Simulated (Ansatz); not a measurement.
# GeH5 (doublet): the correlation ladder at distance H1–H2 along a hydrogen transfer = 0.745 Å, cc-pVTZ

An exercise on one series of results from a longer session: the logs are not shown, and one member is left open.

Computed with Ansatz 0.2.0, Gaussian basis. Level: cc-pVTZ, core rule «outside noble gas», up to 14 orbitals frozen.

To be run: UHF; CCSD(T) on ROHF; CCSD(T) on UHF; BCCD(T) on ROHF; CCSDT(Q) on ROHF; CCSDT(Q) on UHF; CASSCF and NEVPT2, 3 electrons in 3 orbitals; CASSCF and NEVPT2, 9 electrons in 9 orbitals.

**The geometry**

The geometry derives from fragments relaxed apart (PBE0/def2-TZVP) and kept rigid, so it is no stationary point. A hydrogen atom is moved between rigid fragments. No spin-orbit coupling is included. The filled d shell of Ge may be among the frozen orbitals whatever the setting's name suggests; the logs give the count.

6 atoms, charge 0, spin multiplicity 2.

Atoms are counted from 1 here; the program's logs count them from 0.

Bond lengths: H1–H2 0.745 Å, Ge3–H4 1.539 Å, Ge3–H5 1.539 Å, Ge3–H6 1.539 Å. Angles: H4–Ge3–H5 111.2°, H4–Ge3–H6 111.2°, H5–Ge3–H6 111.2°.

Set-up of the first run:

File in.yaml:

```yaml
crystal:
  periodic: [false, false, false]
  atoms:
    - {symbol: H, position_ang: [-2.822457, 0.000000, -0.000001]}
    - {symbol: H, position_ang: [-2.077457, 0.000000, -0.000001]}
    - {symbol: Ge, position_ang: [0.046543, 0.000000, 0.000000]}
    - {symbol: H, position_ang: [0.515212, -1.465915, 0.000000]}
    - {symbol: H, position_ang: [0.515212, 0.732957, -1.269519]}
    - {symbol: H, position_ang: [0.515211, 0.732957, 1.269520]}
basis:
  gaussian: {orbitals: cc-pVTZ}
magnetization: {spin_polarized: true, initial_magnetization: 1}
hamiltonian: {xc: hf}
output: {orbitals: {seedname: orbitals}}
```

Run with:

```sh
ansatz run in.yaml --threads 1 --pin off --events-out ev --progress --plain --max-ram 2816MiB --backend cpu
```

Steps of the session up to this table: UHF; CCSD(T) on ROHF; CCSD(T) on UHF; BCCD(T) on ROHF; CCSDT(Q) on ROHF; CCSDT(Q) on UHF; CASSCF and NEVPT2, 3 electrons in 3 orbitals; CASSCF and NEVPT2, 9 electrons in 9 orbitals.

One table of the session follows, with a row left open; its other results are not shown here.

It belongs to the step «Misses and costs». 

```
        method  from UCCSDT(Q) (meV)
          ROHF               +5180.4
           UHF               +5096.5
          RMP2               +1021.3
          UMP2               +1016.2
         RCCSD                     ?
         UCCSD                +130.8
      RCCSD(T)                 +28.7
      UCCSD(T)                 +24.1
       BCCD(T)                 +28.4
        RCCSDT                  +7.6
        UCCSDT                  +2.7
     RCCSDT(Q)                  +5.0
     UCCSDT(Q)                     0
   CASSCF pair               +4683.8
   NEVPT2 pair               +1019.8
CASSCF valence               +3434.7
NEVPT2 valence                +970.3
```

Estimate the missing values for RCCSD.

The run gave: from UCCSDT(Q) (meV): +136.6. In the column «from UCCSDT(Q) (meV)» it lies between UCCSD (+130.8) and NEVPT2 valence (+970.3).

To keep in mind: Restricted and unrestricted rows rest on different reference determinants; where their highest levels disagree by more than a few hundredths of an eV, they describe different states and don't form one ladder.
